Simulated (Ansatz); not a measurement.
# C₂H₁₀Ge (built from SMILES C[CH2][GeH3].[H][H]): search for a transition state, part 2 of 2

Ansatz 0.2.0, Gaussian basis; PBE0-D4. The steps go on from the part before.

## (7) Relaxing after a step of 0.30 Å one way along the mode

The input, downa/in.yaml:

```yaml
crystal:
  periodic: [false, false, false]
  atoms:
    - {symbol: Ge, position_ang: [-0.483481, -0.060195, 1.576107]}
    - {symbol: C, position_ang: [0.775515, -0.311267, -0.513343]}
    - {symbol: C, position_ang: [-0.020373, 0.562073, -1.488688]}
    - {symbol: H, position_ang: [0.056567, 1.437789, 1.271657]}
    - {symbol: H, position_ang: [-2.029682, 0.098308, 1.368849]}
    - {symbol: H, position_ang: [0.160499, -0.433053, 2.844051]}
    - {symbol: H, position_ang: [0.097420, -0.897425, 0.147103]}
    - {symbol: H, position_ang: [-0.675179, -1.741488, 1.105152]}
    - {symbol: H, position_ang: [1.090872, -1.233304, -0.944529]}
    - {symbol: H, position_ang: [1.661410, 0.231448, -0.075071]}
    - {symbol: H, position_ang: [-0.363332, 1.499414, -1.062953]}
    - {symbol: H, position_ang: [0.610802, 0.826018, -2.348847]}
    - {symbol: H, position_ang: [-0.881039, 0.021881, -1.879290]}
basis:
  gaussian: {orbitals: def2-TZVP}
hamiltonian: {xc: pbe0, dispersion: d4}
relax: {f_tol: 0.005, max_steps: 200}
```

The run is started by

```bash
ansatz run in.yaml --threads 8 --pin off --events-out ev --progress --plain --max-ram 19148MiB
```

The log of the run (excerpt; [...] marks lines left out):

```text
Functional definition: PBE0
  name "PBE0"
  cite "Adamo & Barone, J. Chem. Phys. 110, 6158 (1999) doi:10.1063/1.478522"
  cite "Perdew, Burke & Ernzerhof, Phys. Rev. Lett. 77, 3865 (1996) doi:10.1103/PhysRevLett.77.3865"
  parent pbe
[...]
1201 factors; their error is unknown
[...]
mean field -58742.70601159 eV, -2158.7546286896 hartree, gradient 1.5e-5 eV, S^2 0.000000; 0 other end points of the search recorded, 0 dependent functions left out
[...]
reference -58742.70604343 eV, -2158.7546298599 hartree; 27, 27 occupied and 143, 143 virtual orbitals, 1201 factors
relax step   1: F+E_penalty+E_count = -58742.88915582 eV  Δ(F+E_penalty+E_count) = +0.000e0 eV  max|allowed force component| = 2.224e0 eV/Å  Δτ_max = 0.0000 Å  (27 SCF iters, accepted)
[...]
Atom 3 at     0.509759     0.673475     2.127770 Å, force    -0.001612    -0.001733     0.000134 eV/Å
Atom 4 at    -1.950063     0.887788     1.701454 Å, force     0.002500    -0.002196     0.001578 eV/Å
Atom 5 at    -1.135002    -0.168734     3.821249 Å, force     0.000993     0.000124    -0.004671 eV/Å
Atom 6 at     0.869347    -1.292840    -0.672812 Å, force    -0.000670    -0.000173     0.000304 eV/Å
Atom 7 at    -0.860486    -1.367344     1.637205 Å, force     0.000700     0.001098     0.000983 eV/Å
Atom 8 at     1.813694    -0.655151    -2.016753 Å, force     0.000196     0.000120    -0.000442 eV/Å
Atom 9 at     1.725827     0.236732    -0.499415 Å, force    -0.000078     0.000513     0.000099 eV/Å
Atom 10 at    -0.741506     0.651939    -0.887864 Å, force    -0.001294     0.000523     0.001251 eV/Å
Atom 11 at     0.205486     1.283235    -2.230886 Å, force     0.000552     0.000959    -0.000649 eV/Å
Atom 12 at    -0.653329    -0.246476    -2.399620 Å, force    -0.000424    -0.000846    -0.000580 eV/Å
Dipole moment:     0.006635    -0.002015    -0.007332 e Å
```

It took 48 s on 8 threads of Arm Neoverse V1, shared host.

Relaxation path: (not every step is listed) (the energy doesn't fall at every step)

```
step  energy from step 1 (eV)  largest force component (eV/Å)
   1                   0.0000                          2.2238
   2                  -1.2305                          1.0944
   3                  -2.0995                          1.4328
   4                  -2.6263                          0.9518
   5                  -2.8787                          0.4757
   6                  -3.0124                          0.2346
   7                  -3.0509                          0.1292
   8                  -3.0455                          0.3813
   9                  -3.0561                          0.0356
  11                  -3.0594                          0.0490
  13                  -3.0603                          0.0201
  15                  -3.0614                          0.0412
  17                  -3.0629                          0.0292
  19                  -3.0636                          0.0409
  21                  -3.0645                          0.0411
  23                  -3.0656                          0.0646
  25                  -3.0664                          0.0118
  27                  -3.0651                          0.1792
  29                  -3.0669                          0.0041
  31                  -3.0671                          0.0742
  33                  -3.0677                          0.0410
  34                  -3.0678                          0.0276
  35                  -3.0679                          0.0021
  36                  -3.0680                          0.0028
  37                  -3.0680                          0.0165
  38                  -3.0680                          0.0047
```

Close pairs (by a distance rule), those that changed most:

```
  bond  before (Å)  after (Å)  change (Å)
Ge1–H7       1.755      3.693      +1.938
Ge1–H8       1.757      1.534      -0.222
Ge1–H4       1.621      1.534      -0.087
Ge1–H6       1.470      1.535      +0.065
C2–H10       1.128      1.093      -0.035
Ge1–H5       1.568      1.535      -0.033
 C2–H9       1.066      1.093      +0.027
 C2–H7       1.113      1.093      -0.021
```

## (8) Relaxing after a step of 0.30 Å the other way along the mode

The input, downb/in.yaml:

```yaml
crystal:
  periodic: [false, false, false]
  atoms:
    - {symbol: Ge, position_ang: [-0.416312, 0.112227, 1.377078]}
    - {symbol: C, position_ang: [0.700786, -0.192994, -0.431983]}
    - {symbol: C, position_ang: [0.003253, 0.587240, -1.505622]}
    - {symbol: H, position_ang: [0.017691, 1.607322, 1.320608]}
    - {symbol: H, position_ang: [-1.928871, 0.107809, 1.349286]}
    - {symbol: H, position_ang: [0.224458, -0.473767, 2.728265]}
    - {symbol: H, position_ang: [-0.080060, -1.381668, 0.453713]}
    - {symbol: H, position_ang: [-0.582247, -1.851232, 0.924298]}
    - {symbol: H, position_ang: [1.077418, -1.179100, -0.858869]}
    - {symbol: H, position_ang: [1.580053, 0.253014, -0.045942]}
    - {symbol: H, position_ang: [-0.315479, 1.554094, -1.083477]}
    - {symbol: H, position_ang: [0.620537, 0.791144, -2.378899]}
    - {symbol: H, position_ang: [-0.901227, 0.066110, -1.848257]}
basis:
  gaussian: {orbitals: def2-TZVP}
hamiltonian: {xc: pbe0, dispersion: d4}
relax: {f_tol: 0.005, max_steps: 200}
```

The run is started by

```bash
ansatz run in.yaml --threads 8 --pin off --events-out ev --progress --plain --max-ram 19148MiB
```

The log of the run:

```text
[... 5 set-up lines as earlier in the session ...]
  parameter a = 0.25
  parameter kappa = 0.804
  parameter beta = 0.06672455060314922
  exchange = (1 - a)*pbe_x(kappa = kappa, mu = beta*pi^2/3) + a*exact_x
  correlation = pbe_c(beta = beta)
1201 factors; their error is unknown
mean field evaluation 1: about -58734.5693 eV, gradient 6.0e1 eV
mean field evaluation 2: about -58725.2466 eV, gradient 8.2e1 eV
mean field evaluation 4: about -58742.6167 eV, gradient 3.8e0 eV
mean field evaluation 8: about -58742.9030 eV, gradient 5.9e-2 eV
mean field evaluation 16: about -58742.9030 eV, gradient 1.4e-5 eV
mean field -58742.90302321 eV, -2158.7618687330 hartree, gradient 1.4e-5 eV, S^2 0.000000; 0 other end points of the search recorded, 0 dependent functions left out
the calculation of the forces begins
reference -58742.90305652 eV, -2158.7618699572 hartree; 27, 27 occupied and 143, 143 virtual orbitals, 1201 factors
relax step   1: F+E_penalty+E_count = -58743.09116879 eV  Δ(F+E_penalty+E_count) = +0.000e0 eV  max|allowed force component| = 2.311e0 eV/Å  Δτ_max = 0.0000 Å  (27 SCF iters, accepted)
these checks for a lower state are left out or cut short: starts, cluster_reference, orbital_swaps, neighbouring_geometries, increment
1201 factors; their error is unknown
mean field -58744.05005841 eV, -2158.8040214992 hartree, gradient 2.2e-5 eV, S^2 0.000000; 0 other end points of the search recorded, 0 dependent functions left out
the calculation of the forces begins
reference -58744.05009236 eV, -2158.8040227469 hartree; 27, 27 occupied and 143, 143 virtual orbitals, 1201 factors
relax step   2: F+E_penalty+E_count = -58744.23910944 eV  Δ(F+E_penalty+E_count) = -1.148e0 eV  max|allowed force component| = 2.262e0 eV/Å  Δτ_max = 0.1943 Å  (28 SCF iters, accepted)
these checks for a lower state are left out or cut short: starts, cluster_reference, orbital_swaps, neighbouring_geometries, increment
1201 factors; their error is unknown
mean field -58744.55461892 eV, -2158.8225637561 hartree, gradient 2.5e-5 eV, S^2 0.000000; 0 other end points of the search recorded, 0 dependent functions left out
the calculation of the forces begins
reference -58744.55465244 eV, -2158.8225649878 hartree; 27, 27 occupied and 143, 143 virtual orbitals, 1201 factors
relax step   3: F+E_penalty+E_count = -58744.74284964 eV  Δ(F+E_penalty+E_count) = -5.037e-1 eV  max|allowed force component| = 1.772e0 eV/Å  Δτ_max = 0.1949 Å  (27 SCF iters, accepted)
[... from here on, the SCF cycles and remarks between the steps are left out ...]
relax step   4: F+E_penalty+E_count = -58745.11302620 eV  Δ(F+E_penalty+E_count) = -3.702e-1 eV  max|allowed force component| = 5.182e-1 eV/Å  Δτ_max = 0.1951 Å  (28 SCF iters, accepted)
relax step   5: F+E_penalty+E_count = -58745.28687461 eV  Δ(F+E_penalty+E_count) = -1.738e-1 eV  max|allowed force component| = 4.062e-1 eV/Å  Δτ_max = 0.1958 Å  (28 SCF iters, accepted)
relax step   6: F+E_penalty+E_count = -58745.38336173 eV  Δ(F+E_penalty+E_count) = -9.649e-2 eV  max|allowed force component| = 2.813e-1 eV/Å  Δτ_max = 0.2000 Å  (28 SCF iters, accepted)
relax step   7: F+E_penalty+E_count = -58745.43683028 eV  Δ(F+E_penalty+E_count) = -5.347e-2 eV  max|allowed force component| = 2.266e-1 eV/Å  Δτ_max = 0.1999 Å  (27 SCF iters, accepted)
relax step   8: F+E_penalty+E_count = -58745.46339866 eV  Δ(F+E_penalty+E_count) = -2.657e-2 eV  max|allowed force component| = 1.579e-1 eV/Å  Δτ_max = 0.2000 Å  (28 SCF iters, accepted)
relax step   9: F+E_penalty+E_count = -58745.47451304 eV  Δ(F+E_penalty+E_count) = -1.111e-2 eV  max|allowed force component| = 9.804e-2 eV/Å  Δτ_max = 0.2000 Å  (28 SCF iters, accepted)
relax step  10: F+E_penalty+E_count = -58745.47568887 eV  Δ(F+E_penalty+E_count) = -1.176e-3 eV  max|allowed force component| = 1.346e-1 eV/Å  Δτ_max = 0.0198 Å  (29 SCF iters, accepted)
relax step  11: F+E_penalty+E_count = -58745.47972757 eV  Δ(F+E_penalty+E_count) = -4.039e-3 eV  max|allowed force component| = 2.059e-2 eV/Å  Δτ_max = 0.0975 Å  (28 SCF iters, accepted)
relax step  12: F+E_penalty+E_count = -58745.46199580 eV  Δ(F+E_penalty+E_count) = +1.773e-2 eV  max|allowed force component| = 1.005e0 eV/Å  Δτ_max = 0.1957 Å  (28 SCF iters, rejected (line search))
relax step  13: F+E_penalty+E_count = -58745.48160389 eV  Δ(F+E_penalty+E_count) = -1.876e-3 eV  max|allowed force component| = 1.064e-2 eV/Å  Δτ_max = 0.0966 Å  (28 SCF iters, accepted)
relax step  14: F+E_penalty+E_count = -58745.47311134 eV  Δ(F+E_penalty+E_count) = +8.493e-3 eV  max|allowed force component| = 6.442e-1 eV/Å  Δτ_max = 0.0982 Å  (28 SCF iters, rejected (line search))
relax step  15: F+E_penalty+E_count = -58745.48142891 eV  Δ(F+E_penalty+E_count) = +1.750e-4 eV  max|allowed force component| = 7.263e-2 eV/Å  Δτ_max = 0.0490 Å  (28 SCF iters, rejected (line search))
relax step  16: F+E_penalty+E_count = -58745.48197025 eV  Δ(F+E_penalty+E_count) = -3.664e-4 eV  max|allowed force component| = 1.502e-2 eV/Å  Δτ_max = 0.0239 Å  (29 SCF iters, accepted)
relax step  17: F+E_penalty+E_count = -58745.48249810 eV  Δ(F+E_penalty+E_count) = -5.278e-4 eV  max|allowed force component| = 9.273e-3 eV/Å  Δτ_max = 0.0499 Å  (29 SCF iters, accepted)
relax step  18: F+E_penalty+E_count = -58745.48194607 eV  Δ(F+E_penalty+E_count) = +5.520e-4 eV  max|allowed force component| = 2.117e-1 eV/Å  Δτ_max = 0.0725 Å  (28 SCF iters, rejected (line search))
relax step  19: F+E_penalty+E_count = -58745.48265757 eV  Δ(F+E_penalty+E_count) = -1.595e-4 eV  max|allowed force component| = 2.649e-2 eV/Å  Δτ_max = 0.0362 Å  (29 SCF iters, accepted)
relax step  20: F+E_penalty+E_count = -58745.48287815 eV  Δ(F+E_penalty+E_count) = -2.206e-4 eV  max|allowed force component| = 7.982e-2 eV/Å  Δτ_max = 0.0366 Å  (29 SCF iters, accepted)
relax step  21: F+E_penalty+E_count = -58745.48335164 eV  Δ(F+E_penalty+E_count) = -4.735e-4 eV  max|allowed force component| = 7.816e-3 eV/Å  Δτ_max = 0.0514 Å  (29 SCF iters, accepted)
relax step  22: F+E_penalty+E_count = -58745.48355653 eV  Δ(F+E_penalty+E_count) = -2.049e-4 eV  max|allowed force component| = 2.623e-3 eV/Å  Δτ_max = 0.0347 Å  (30 SCF iters, accepted)
relax step  23: F+E_penalty+E_count = -58745.46308417 eV  Δ(F+E_penalty+E_count) = +2.047e-2 eV  max|allowed force component| = 7.768e-1 eV/Å  Δτ_max = 0.1247 Å  (28 SCF iters, rejected (line search))
relax step  24: F+E_penalty+E_count = -58745.48361897 eV  Δ(F+E_penalty+E_count) = -6.244e-5 eV  max|allowed force component| = 7.523e-3 eV/Å  Δτ_max = 0.0136 Å  (30 SCF iters, accepted)
relax step  25: F+E_penalty+E_count = -58745.48332068 eV  Δ(F+E_penalty+E_count) = +2.983e-4 eV  max|allowed force component| = 1.171e-1 eV/Å  Δτ_max = 0.0599 Å  (29 SCF iters, rejected (line search))
relax step  26: F+E_penalty+E_count = -58745.48358011 eV  Δ(F+E_penalty+E_count) = +3.886e-5 eV  max|allowed force component| = 4.475e-2 eV/Å  Δτ_max = 0.0299 Å  (30 SCF iters, rejected (line search))
relax step  27: F+E_penalty+E_count = -58745.48370360 eV  Δ(F+E_penalty+E_count) = -8.463e-5 eV  max|allowed force component| = 7.918e-3 eV/Å  Δτ_max = 0.0147 Å  (30 SCF iters, accepted)
relax step  28: F+E_penalty+E_count = -58745.48376826 eV  Δ(F+E_penalty+E_count) = -6.466e-5 eV  max|allowed force component| = 5.006e-2 eV/Å  Δτ_max = 0.0309 Å  (30 SCF iters, accepted)
relax step  29: F+E_penalty+E_count = -58745.48388441 eV  Δ(F+E_penalty+E_count) = -1.162e-4 eV  max|allowed force component| = 2.034e-2 eV/Å  Δτ_max = 0.0066 Å  (30 SCF iters, accepted)
relax step  30: F+E_penalty+E_count = -58745.48401148 eV  Δ(F+E_penalty+E_count) = -1.271e-4 eV  max|allowed force component| = 1.979e-3 eV/Å  Δτ_max = 0.0270 Å  (30 SCF iters, accepted)
relax step  31: F+E_penalty+E_count = -58745.47520854 eV  Δ(F+E_penalty+E_count) = +8.803e-3 eV  max|allowed force component| = 5.596e-1 eV/Å  Δτ_max = 0.1062 Å  (29 SCF iters, rejected (line search))
relax step  32: F+E_penalty+E_count = -58745.48406409 eV  Δ(F+E_penalty+E_count) = -5.262e-5 eV  max|allowed force component| = 1.427e-2 eV/Å  Δτ_max = 0.0162 Å  (30 SCF iters, accepted)
relax step  33: F+E_penalty+E_count = -58745.48404734 eV  Δ(F+E_penalty+E_count) = +1.676e-5 eV  max|allowed force component| = 5.723e-2 eV/Å  Δτ_max = 0.0277 Å  (29 SCF iters, rejected (line search))
relax step  34: F+E_penalty+E_count = -58745.48392265 eV  Δ(F+E_penalty+E_count) = +1.414e-4 eV  max|allowed force component| = 2.442e-2 eV/Å  Δτ_max = 0.0138 Å  (30 SCF iters, rejected (line search))
relax step  35: F+E_penalty+E_count = -58745.48409388 eV  Δ(F+E_penalty+E_count) = -2.978e-5 eV  max|allowed force component| = 1.411e-3 eV/Å  Δτ_max = 0.0068 Å  (30 SCF iters, accepted)
relax step  36: F+E_penalty+E_count = -58745.48414444 eV  Δ(F+E_penalty+E_count) = -5.056e-5 eV  max|allowed force component| = 2.441e-2 eV/Å  Δτ_max = 0.0261 Å  (30 SCF iters, accepted)
relax step  37: F+E_penalty+E_count = -58745.48416921 eV  Δ(F+E_penalty+E_count) = -2.477e-5 eV  max|allowed force component| = 3.246e-2 eV/Å  Δτ_max = 0.0197 Å  (30 SCF iters, accepted)
relax step  38: F+E_penalty+E_count = -58745.48420316 eV  Δ(F+E_penalty+E_count) = -3.395e-5 eV  max|allowed force component| = 1.299e-2 eV/Å  Δτ_max = 0.0045 Å  (30 SCF iters, accepted)
these checks for a lower state are left out or cut short: starts, cluster_reference, orbital_swaps, neighbouring_geometries, increment
1201 factors; their error is unknown
mean field -58745.31472489 eV, -2158.8504971351 hartree, gradient 2.2e-5 eV, S^2 0.000000; 0 other end points of the search recorded, 0 dependent functions left out
the calculation of the forces begins
reference -58745.31476138 eV, -2158.8504984764 hartree; 27, 27 occupied and 143, 143 virtual orbitals, 1201 factors
relax step  39: F+E_penalty+E_count = -58745.48422058 eV  Δ(F+E_penalty+E_count) = -1.742e-5 eV  max|allowed force component| = 3.509e-3 eV/Å  Δτ_max = 0.0093 Å  (30 SCF iters, accepted)
1201 factors; their error is unknown
mean field evaluation 288: about -58745.3147 eV, gradient 2.2e-5 eV
mean field -58745.31472489 eV, -2158.8504971351 hartree, gradient 2.2e-5 eV, S^2 0.000000; 1 other end points of the search recorded, 0 dependent functions left out
the calculation of the forces begins
reference -58745.31476138 eV, -2158.8504984764 hartree; 27, 27 occupied and 143, 143 virtual orbitals, 1201 factors
Total energy: -58745.48425708 eV, -2158.8567273282 hartree
Atom 0 at    -0.197331     0.527497     1.323866 Å, force    -0.000816    -0.000215     0.000288 eV/Å
Atom 1 at     0.746219     0.188644    -0.359922 Å, force     0.003509     0.001419    -0.000813 eV/Å
Atom 2 at     0.065680     0.826115    -1.562971 Å, force    -0.000568     0.000283     0.001136 eV/Å
Atom 3 at    -0.269455     2.043069     1.593373 Å, force     0.000056     0.000350     0.000120 eV/Å
Atom 4 at    -1.638281    -0.013867     1.240458 Å, force     0.000187    -0.000014     0.000168 eV/Å
Atom 5 at     0.514798    -0.152148     2.507598 Å, force     0.000064     0.000168    -0.000442 eV/Å
Atom 6 at    -0.472193    -3.277874     0.713096 Å, force    -0.000051     0.000293     0.000564 eV/Å
Atom 7 at    -0.998910    -2.789726     0.916822 Å, force    -0.000132    -0.000168    -0.000838 eV/Å
Atom 8 at     0.822028    -0.894741    -0.484877 Å, force    -0.001293    -0.001400    -0.000545 eV/Å
Atom 9 at     1.767853     0.562188    -0.247936 Å, force    -0.000945     0.000696    -0.000164 eV/Å
Atom 10 at    -0.003412     1.911945    -1.456671 Å, force     0.000324    -0.000234     0.000373 eV/Å
Atom 11 at     0.613934     0.622310    -2.486954 Å, force     0.000440    -0.000504     0.000586 eV/Å
Atom 12 at    -0.950930     0.446788    -1.695683 Å, force    -0.000776    -0.000673    -0.000433 eV/Å
Dipole moment:     0.091119    -0.035300    -0.150202 e Å
```

Wall time 52 s (8 threads of Arm Neoverse V1, shared host).

Along the way: (not every step is listed) (the energy doesn't fall at every step)

```
step  energy from step 1 (eV)  largest force component (eV/Å)
   1                   0.0000                          2.3110
   2                  -1.1479                          2.2620
   3                  -1.6517                          1.7718
   4                  -2.0219                          0.5182
   5                  -2.1957                          0.4062
   6                  -2.2922                          0.2813
   7                  -2.3457                          0.2266
   8                  -2.3722                          0.1579
   9                  -2.3833                          0.0980
  11                  -2.3886                          0.0206
  13                  -2.3904                          0.0106
  15                  -2.3903                          0.0726
  17                  -2.3913                          0.0093
  19                  -2.3915                          0.0265
  21                  -2.3922                          0.0078
  23                  -2.3719                          0.7768
  25                  -2.3922                          0.1171
  27                  -2.3925                          0.0079
  29                  -2.3927                          0.0203
  31                  -2.3840                          0.5596
  33                  -2.3929                          0.0572
  34                  -2.3928                          0.0244
  35                  -2.3929                          0.0014
  36                  -2.3930                          0.0244
  37                  -2.3930                          0.0325
  38                  -2.3930                          0.0130
  39                  -2.3931                          0.0035
```

Close pairs (by a distance rule), those that changed most:

```
  bond  before (Å)  after (Å)  change (Å)
Ge1–H7       1.788      3.864      +2.076
Ge1–C2       2.148      1.960      -0.188
 H7–H8       0.833      0.746      -0.087
Ge1–H6       1.606      1.540      -0.067
 C2–H9       1.139      1.093      -0.045
C2–H10       1.059      1.094      +0.035
Ge1–H5       1.513      1.542      +0.029
 C2–C3       1.499      1.522      +0.023
```

## (9) The three structures

```
  pair  start side (Å)  saddle (Å)  end side (Å)
Ge1–H8           3.437       1.888         1.534
 C2–H7           3.828       1.385         1.093
Ge1–C2           1.960       2.300         4.068
 H7–H8           0.746       1.161         2.887
```

## (10) Outcome

The summary covers parts 1 to 2.

```
                       quantity                                                     value
                 imaginary mode                                                1848i cm⁻¹
    barrier from the start side                                              312.6 kJ/mol
      barrier from the end side                                              358.2 kJ/mol
             energy of the step                                              -45.6 kJ/mol
              pairs that change  Ge1–H8 formed, C2–H7 formed, Ge1–C2 broken, H7–H8 broken
zero-point energy at the saddle                                                  2.741 eV
```

**Reading.** The point has a single imaginary mode (1848i cm⁻¹), as a transition state must. The two relaxations end on the structures that were planned. At PBE0-D4/def2-TZVP the electronic barrier is 312.6 kJ/mol, about 126 kT at 298 K, and the step runs 45.6 kJ/mol downhill. With so stiff a mode tunnelling counts: Wigner's rough correction is a factor of 4.3 at 298 K. These are plain relaxations, not an intrinsic reaction coordinate.
